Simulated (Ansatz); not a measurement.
From input file to script: C₂H₅NSi, SMILES C[SiH2]C#N in Ansatz 0.2.0.

```yaml
crystal:
  periodic: [false, false, false]
  atoms:
    - { symbol: C, position_ang: [-0.6485, 0.8778, -0.4732] }
    - { symbol: Si, position_ang: [-0.1149, -0.5596, 0.4652] }
    - { symbol: C, position_ang: [1.6605, -0.9395, 0.1051] }
    - { symbol: "N", position_ang: [2.8844, -1.1589, -0.1069] }
    - { symbol: H, position_ang: [-0.5975, 0.7554, -1.5807] }
    - { symbol: H, position_ang: [-0.1182, 1.8298, -0.2254] }
    - { symbol: H, position_ang: [-1.7226, 1.1354, -0.2678] }
    - { symbol: H, position_ang: [-0.9344, -1.7014, 0.1071] }
    - { symbol: H, position_ang: [-0.3204, -0.2853, 1.9595] }
basis:
  gaussian:
    orbitals: cc-pVDZ
hamiltonian:
  xc: b3lyp
relax:
  f_tol: 0.005
```

The script, `opt.py`:
```python
"""Relax the C2H5NSi molecule."""

import itertools

import ansatz
from ase.data import atomic_numbers, covalent_radii
import numpy as np

GEOMETRY = """
C    -0.64850    0.87780   -0.47320
Si   -0.11490   -0.55960    0.46520
C     1.66050   -0.93950    0.10510
N     2.88440   -1.15890   -0.10690
H    -0.59750    0.75540   -1.58070
H    -0.11820    1.82980   -0.22540
H    -1.72260    1.13540   -0.26780
H    -0.93440   -1.70140    0.10710
H    -0.32040   -0.28530    1.95950
"""

geometry = ansatz.Crystal.molecule()
for line in GEOMETRY.strip().splitlines():
    symbol, *xyz = line.split()
    geometry = geometry.atom(symbol, [float(v) for v in xyz])

base = (
    geometry.calculation()
    .basis(gaussian="cc-pVDZ")
    .functional("B3LYP")
)
symbols = [site.symbol for site in geometry.cartesian_sites]
start = np.array([site.position_ang for site in geometry.cartesian_sites], dtype=float)
def progress(event):
    if event["event"] == "relax_step":
        row = event["data"]
        print(f"step {row['step']:3d}  E = {row['lagrangian_ev']:.6f} eV  largest force component {row['allowed_force_max_ev_ang']:.4f} eV/A")


report = base.relax(force_tolerance=0.005).session().plan().execute(on_event=progress).report
end = np.array(report["positions_ang"])

print(f"E = {report['free_energy_ev']:.6f} eV = {report['free_energy_ev'] / 27.211386246:.7f} Ha")
print("converged:", report["converged"], " doubts:", report["published_state_doubts"] or "none")

# pairs closer than 1.2 times the sum of covalent radii, before or after
radius = [covalent_radii[atomic_numbers[s]] for s in symbols]
span = lambda where, i, j: np.linalg.norm(where[i] - where[j])
bonded = [(i, j) for i, j in itertools.combinations(range(len(symbols)), 2) if min(span(start, i, j), span(end, i, j)) < 1.2 * (radius[i] + radius[j])]
print("pair        before    after (A)")
for i, j in bonded:
    print(f"{symbols[i]}{i}-{symbols[j]}{j}".ljust(10), f"{span(start, i, j):8.4f} {span(end, i, j):8.4f}")
for first, second in list(itertools.combinations(bonded, 2)):
    shared = set(first) & set(second)
    if shared and symbols[(j := shared.pop())] != "H":
        i, k = sorted((set(first) | set(second)) - {j})
        u, v = end[i] - end[j], end[k] - end[j]
        angle = np.degrees(np.arccos(np.clip(u @ v / np.linalg.norm(u) / np.linalg.norm(v), -1, 1)))
        print(f"final angle {symbols[i]}{i}-{symbols[j]}{j}-{symbols[k]}{k}: {angle:.2f} deg")
```

Output of `python opt.py`:
```text
step   1  E = -11522.967560 eV  largest force component 8.8008 eV/A
step   2  E = -11523.578588 eV  largest force component 1.0990 eV/A
step   3  E = -11523.606763 eV  largest force component 0.3533 eV/A
step   4  E = -11523.609687 eV  largest force component 0.1778 eV/A
step   5  E = -11523.611059 eV  largest force component 0.0113 eV/A
step   6  E = -11523.611084 eV  largest force component 0.0042 eV/A
E = -11523.611320 eV = -423.4849050 Ha
converged: True  doubts: none
pair        before    after (A)
C0-Si1       1.7976   1.8821
C0-H4        1.1154   1.1012
C0-H5        1.1176   1.1012
C0-H6        1.1235   1.1022
Si1-C2       1.8510   1.8764
Si1-H7       1.4504   1.4917
Si1-H8       1.5331   1.4917
C2-N3        1.2614   1.1642
final angle Si1-C0-H4: 110.71 deg
final angle Si1-C0-H5: 110.70 deg
final angle Si1-C0-H6: 109.93 deg
final angle C0-Si1-C2: 109.10 deg
final angle C0-Si1-H7: 112.38 deg
final angle C0-Si1-H8: 112.38 deg
final angle H4-C0-H5: 108.53 deg
final angle H4-C0-H6: 108.45 deg
final angle H5-C0-H6: 108.45 deg
final angle C2-Si1-H7: 106.31 deg
final angle C2-Si1-H8: 106.30 deg
final angle Si1-C2-N3: 179.05 deg
final angle H7-Si1-H8: 110.01 deg
```

Caveats:
- Total energies depend on the basis set; only differences at equal settings carry meaning.
- The end point is the stationary point reached from this start; no frequency run checks that it is a minimum, and the basis set is modest.
- b3lyp holds the VWN-RPA fit, as in Gaussian; the form of ORCA and Turbomole is b3lyp5.
- Wall time of the script: 23 s on 1 thread of Arm Neoverse V1, with other jobs on the host, peak memory 0.23 GiB.

(Lines on the test bed's own set-up are left out of the output.)
